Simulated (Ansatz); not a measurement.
Working through a calculation of the dielectric tensor and Born charges of GaN, space group F-43m

Program: the Python package of Ansatz (0.2.0).

Run as a notebook:

```python
import ansatz as az
import numpy as np
```

```python
FILLING = "fixed"
```

```python
crystal = (
    az.Lattice.of([0.0, 2.253501, 2.253501], [2.253501, 0.0, 2.253501], [2.253501, 2.253501, 0.0])
    .atom("Ga", [0.0, 0.0, 0.0])
    .atom("N", [0.75, 0.75, 0.75])
)
```

```python
# an insulator: whole occupations
calc = (
    crystal.calculation()
    .functional(az.Functional.PBE)
    .basis(10 * az.Ha)
    .accuracy("medium")
    .kpoints(9, shift=0.5)
    .mixing("broyden")
    .occupations(FILLING)  # whole-number filling, right only where there is a gap
    .dielectric()
)
result = calc.run()
response = result.dielectric
eps = np.asarray(response.eps_inf)

print("eps_inf")
print(np.round(eps, 3) + 0.0)
for site, z in zip(result.lattice.sites, response.zstar_e):
    print(f"{site.symbol:2s} Z* trace/3 = {np.trace(z) / 3:+.3f} e")
print(f"charge neutrality missed by {response.zstar_sum_residual_pre_e:.4f} e before the sum rule")
```

    DeckWarning: basis.ecutwfc = 272.11386245988 eV is below the records' recommended 420 eV, and the density's cutoff is lower with it unless basis.ecutrho_ratio is high enough to keep the records' density cutoff: compare with a run at a higher cutoff
    DeckWarning: crystal.symmetry: narrowed to the stabiliser of the k-point mesh — unitary ops 24 → 6; excluded 18 operations that carry a point of the 9×9×9 mesh (shift [0.5, 0.5, 0.5]) off the mesh (the run samples exactly the mesh kpoints.mp_grid names, as [...]
    eps_inf
    [[5.965 0.    0.   ]
     [0.    5.965 0.   ]
     [0.    0.    5.965]]
    Ga Z* trace/3 = +2.689 e
    N  Z* trace/3 = -2.689 e
    charge neutrality missed by 0.0124 e before the sum rule

Notes:
- These settings explore the input space; cutoff and mesh may be short of convergence.
- The cutoff lies under the one recommended for these potentials.
- Under fixed occupations the level called the Fermi level is the highest filled one on the SCF mesh; off the mesh a filled band can lie a little above it.
- Pressure is positive in compression.
- This cell is a computed structure, which may not be the phase found in nature.
- Warnings are shown shortened and without file and line.
- This is the electronic (clamped-ion) response; a semilocal gap that is too small tends to raise it. The typed mesh is that of the SCF; the response is solved on denser meshes that the run picks.
- Timing: 99 s on 1 thread of Arm Neoverse V1 (shared host), peak memory 0.81 GiB.
